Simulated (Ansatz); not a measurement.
# CuF: a single-point run

The task is a single-point run on CuF. The structure is shown as the input types it. The cell is built on a prototype (CsCl type) and needn't be the phase found in nature.

Computed with Ansatz 0.2.0 (density functional or hybrid calculation with the settings of its input, plane waves, unless a step's input says otherwise).

7 further runs of the same task are left out: 4 for a known fault of the program, 3 that didn't finish.

## 1. The system as given

It takes space group Pm-3m (No. 221, cubic). Conventional cell: a = 2.738 Å, b = 2.738 Å, c = 2.738 Å, α = 90.00°, β = 90.00°, γ = 90.00°. Cu (site symmetry m-3m) has 8 F at 2.37 Å as nearest neighbours. Around F (site symmetry m-3m) lie 8 Cu at 2.37 Å.

As a file:

```
CELL_PARAMETERS angstrom
2.73846 0.00000 0.00000
0.00000 2.73846 0.00000
0.00000 0.00000 2.73846
ATOMIC_POSITIONS crystal
Cu 0.00000 0.00000 0.00000
F 0.50000 0.50000 0.50000
```

## 2. The run

input.yaml reads:

```yaml
crystal:
  lattice:
    - [2.7384616615, 0.0, 0.0]
    - [0.0, 2.7384616615, 0.0]
    - [0.0, 0.0, 2.7384616615]
  atoms:
    - { symbol: Cu, position: [0.0, 0.0, 0.0] }
    - { symbol: F, position: [0.5, 0.5, 0.5] }
kpoints:
  mp_grid: { grid: [6, 6, 6] }
hamiltonian:
  xc: pbe
scf:
  occupations: { method: gaussian, width: 4 }
  n_extra_bands: 4
output:
  forces: true
  stress: true
  eigenvalues: true
```

Run with:

```
ansatz run input.yaml --threads 4 --pin off --max-ram 3686MiB --backend cpu --events-out ev --progress --plain --runs-dir out
```

What happens when this is run?

The run converged and reported no error. It gives a pressure of 29 GPa, which is large; a structure far from rest gives such values too, whatever the setting.

The suspect setting: scf.occupations.width is 4. A smearing of this width stands for electrons at many thousands of kelvin; it empties bonding states and fills antibonding ones.

To check: set scf.occupations.width to 0.001.
